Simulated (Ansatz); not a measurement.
# AlH3O3: the cost of one run

The runs use Ansatz 0.2.0, Gaussian basis; PBE0-D4/def2-TZVP structures, single points in def2-TZVPP, no counterpoise correction.

Levels: SPW92, PBE-D4, BLYP-D4, r2SCAN-D4, B97M-V, PBE0-D4, B3LYP-D4, r2SCAN0-D4, BHLYP-D4, CAM-B3LYP-D4, wB97X-V, wB97M-V, B2PLYP, PBE-QIDH, RPA on PBE, Hartree-Fock, MP2, CCSD, CCSD(T).

Cores are frozen in the correlated methods. B3LYP uses VWN-RPA correlation. B2PLYP carries no dispersion term here.

113 further runs of the same task are left out: 113 set aside as unsound or not needed.

**1. Starting geometry**

The complex: 14 atoms, charge 0, spin multiplicity 1.

Atoms are counted from 1 here; the program's logs count them from 0.

Bond lengths: Al1–O2 1.751 Å, Al1–O3 1.720 Å, Al1–O4 1.720 Å, Al1–N6 1.987 Å, O2–H9 0.957 Å, O3–H10 0.954 Å, O4–H11 0.955 Å, H5–N6 1.032 Å, N6–H12 1.014 Å, N6–H13 1.014 Å, H7–O8 0.987 Å, O8–H14 0.958 Å. Angles: O2–Al1–O3 117.0°, O2–Al1–O4 111.4°, O2–Al1–N6 101.2°, O3–Al1–O4 120.5°, O3–Al1–N6 97.0°, O4–Al1–N6 105.6°, Al1–O2–H9 116.9°, Al1–O3–H10 123.2°, Al1–O4–H11 121.0°, Al1–N6–H5 108.3°, Al1–N6–H12 109.5°, Al1–N6–H13 112.6°, H5–N6–H12 109.0°, H5–N6–H13 108.8°, H12–N6–H13 108.6°, H7–O8–H14 106.4°.

Geometry (Å):

```csv
atom,x (Å),y (Å),z (Å)
Al1,-0.1244,-0.7095,0.6575
O2,0.5591,0.7986,1.2266
O3,-1.8295,-0.8918,0.7880
O4,0.9234,-2.0339,0.9826
H5,0.0711,0.5613,-1.4978
N6,-0.0591,-0.4454,-1.3106
H7,0.6117,1.9340,-0.0639
O8,0.5385,2.2862,-0.9834
H9,1.3244,0.7394,1.7978
H10,-2.3161,-0.6970,1.5848
H11,0.5744,-2.8892,1.2231
H12,-0.9365,-0.7462,-1.7214
H13,0.6966,-0.9600,-1.7485
H14,-0.0337,3.0537,-0.9347
```

Its parts: AlH₃O₃ holds atoms 1, 2, 3, 4, 9, 10, 11; NH₃ holds atoms 5, 6, 12, 13; H₂O holds atoms 7, 8, 14. Each part counts its atoms afresh in its own runs.

**2. Relaxing AlH₃O₃ alone**

Contents of relax-a/in.yaml:

```yaml
crystal:
  periodic: [false, false, false]
  atoms:
    - {symbol: Al, position_ang: [-0.124360, -0.709467, 0.657533]}
    - {symbol: O, position_ang: [0.559101, 0.798583, 1.226620]}
    - {symbol: O, position_ang: [-1.829476, -0.891806, 0.787978]}
    - {symbol: O, position_ang: [0.923375, -2.033874, 0.982637]}
    - {symbol: H, position_ang: [1.324431, 0.739391, 1.797820]}
    - {symbol: H, position_ang: [-2.316105, -0.697037, 1.584764]}
    - {symbol: H, position_ang: [0.574416, -2.889159, 1.223131]}
basis:
  gaussian: {orbitals: def2-TZVP}
hamiltonian: {xc: pbe0, dispersion: d4}
relax: {f_tol: 0.005, max_steps: 200}
```

On the command line:

```console
> ansatz run in.yaml --threads 4 --pin off --events-out ev --progress --plain --max-ram 46080MiB --backend cpu
```

**Question.** How long does this run take on 4 threads of AMD EPYC 7R13, shared host?

About 23 s.
